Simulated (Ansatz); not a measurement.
H5InN2O, SMILES [NH2][In]([NH2])[OH], vertical spin-state energies

Program: the Ansatz DFT code, driven from Python.

Interactive session:
```pycon
>>> import ansatz
>>> GEOMETRY = """
... N     0.93595    0.38006   -1.66171
... In   -0.08502    0.10298    0.10372
... N     0.33913   -1.13158    1.68799
... O    -1.43444    1.45982    0.49121
... H     1.52123   -0.42103   -1.87147
... H     0.29245    0.48581   -2.44150
... H     0.24288   -2.11420    1.44520
... H    -0.36974   -0.93624    2.39060
... H    -1.44244    2.17438   -0.14404
... """
>>> molecule = ansatz.Crystal.molecule()
>>> for line in GEOMETRY.strip().splitlines():
...     symbol, *xyz = line.split()
...     molecule = molecule.atom(symbol, [float(v) for v in xyz])
...
>>> model = (
...     molecule.calculation()
...     .basis(gaussian="def2-TZVP")
...     .functional("b3lyp")
... )
>>> found = {}
>>> for unpaired in [0, 2]:
...     report = model.spin("collinear", total=unpaired).run().report
...     s = unpaired / 2
...     found[unpaired] = report["free_energy_ev"]
...     print(f"2S+1 = {unpaired + 1}: E = {found[unpaired]:.5f} eV, <S^2> = {abs(report['mean_field']['state']['spin_squared']):.3f} (pure state {s * (s + 1):.2f})")
...
2S+1 = 1: E = -10287.29275 eV, <S^2> = 0.000 (pure state 0.00)
2S+1 = 3: E = -10283.35221 eV, <S^2> = 2.010 (pure state 2.00)
>>> lowest = min(found, key=found.get)
>>> for unpaired, e in found.items():
...     print(f"multiplicity {unpaired + 1}: {(e - found[lowest]):.3f} eV above the lowest")
...
multiplicity 1: 0.000 eV above the lowest
multiplicity 3: 3.941 eV above the lowest
```

In order: multiplicity 1 (+0.00 eV) and multiplicity 3 (+3.94 eV), all at the one geometry.

Reading the output:
- These settings explore the input space; basis and method may be short of convergence.
- The geometry is a force-field or estimated start, not a minimum of this method, and the basis set is short of its limit. All parts are taken at fixed geometry, without zero-point energy.
- def2 sets replace the cores of elements past krypton by effective core potentials.
- b3lyp holds the VWN-RPA fit, as in Gaussian; the form of ORCA and Turbomole is b3lyp5.
- Spin-orbit coupling, which mixes and shifts the spin states of heavy atoms, is left out.
- Hardware and time: 28 s on 1 thread of Arm Neoverse V1, on a shared host, peak memory 0.5 GiB.

(Lines on the test bed's own set-up are left out of the output.)
